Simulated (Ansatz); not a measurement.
**CH₅PZn: basis-set convergence**

One table from this session's results is given with a row withheld; the runs are named, their logs left out.

Computed with Ansatz 0.2.0, Gaussian basis. Level: one geometry, several basis sets.

Plan: PBE0-D4/def2-SVP; ωB97M-V/def2-SVP; PBE0-D4/def2-QZVPP; ωB97M-V/def2-QZVPP; the functionals' def2-TZVPP values are taken from earlier runs.

## The relaxed structure

All runs share one geometry, relaxed beforehand with PBE0-D4 in a triple-zeta def2 set.

SMILES `[CH3][Zn][PH2]`, 8 atoms, charge 0, spin multiplicity 1.

Atoms are counted from 1 here; the program's logs count them from 0.

Bond lengths: C1–Zn2 1.946 Å, C1–H4 1.093 Å, C1–H5 1.093 Å, C1–H6 1.093 Å, Zn2–P3 2.287 Å, P3–H7 1.424 Å, P3–H8 1.424 Å. Angles: Zn2–C1–H4 110.7°, Zn2–C1–H5 110.8°, Zn2–C1–H6 110.9°, H4–C1–H5 108.1°, H4–C1–H6 108.1°, H5–C1–H6 108.2°, C1–Zn2–P3 178.4°, Zn2–P3–H7 91.9°, Zn2–P3–H8 91.9°, H7–P3–H8 92.8°.

Set-up of the first run:

Contents of in.yaml:

```yaml
crystal:
  periodic: [false, false, false]
  atoms:
    - {symbol: C, position_ang: [-0.967988, 1.279894, -0.613940]}
    - {symbol: Zn, position_ang: [0.057559, -0.092606, 0.309586]}
    - {symbol: P, position_ang: [1.241280, -1.683119, 1.449986]}
    - {symbol: H, position_ang: [-1.982356, 0.930261, -0.821607]}
    - {symbol: H, position_ang: [-0.497503, 1.540857, -1.564919]}
    - {symbol: H, position_ang: [-1.038527, 2.186539, -0.008067]}
    - {symbol: H, position_ang: [2.406355, -1.446565, 0.665821]}
    - {symbol: H, position_ang: [0.781190, -2.715261, 0.583141]}
basis:
  gaussian: {orbitals: def2-SVP}
hamiltonian: {xc: pbe0, dispersion: d4}
output: {orbitals: {seedname: orbitals}}
```

Run with:

```bash
$ ansatz run in.yaml --threads 2 --pin off --events-out ev --progress --plain --max-ram 4352MiB
```

Steps of the session up to this table: PBE0-D4 in def2-SVP; ωB97M-V in def2-SVP; PBE0-D4 in def2-QZVPP; ωB97M-V in def2-QZVPP.

One of the session's tables, all rows but one given; the rest of the session is left out.

It belongs to the step «Functionals by basis». 

| functional | basis | HOMO (eV) |
| --- | --- | --- |
| PBE0-D4 | def2-SVP | -6.66 |
| PBE0-D4 | def2-TZVPP | -6.79 |
| PBE0-D4 | def2-QZVPP | -6.80 |
| ωB97M-V | def2-SVP | -8.67 |
| ωB97M-V | def2-TZVPP | -8.83 |
| ωB97M-V | def2-QZVPP | ? |

**Question.** Estimate the row for ωB97M-V, def2-QZVPP.

The run gave: HOMO (eV): -8.84. In the column «HOMO (eV)» it is the lowest.
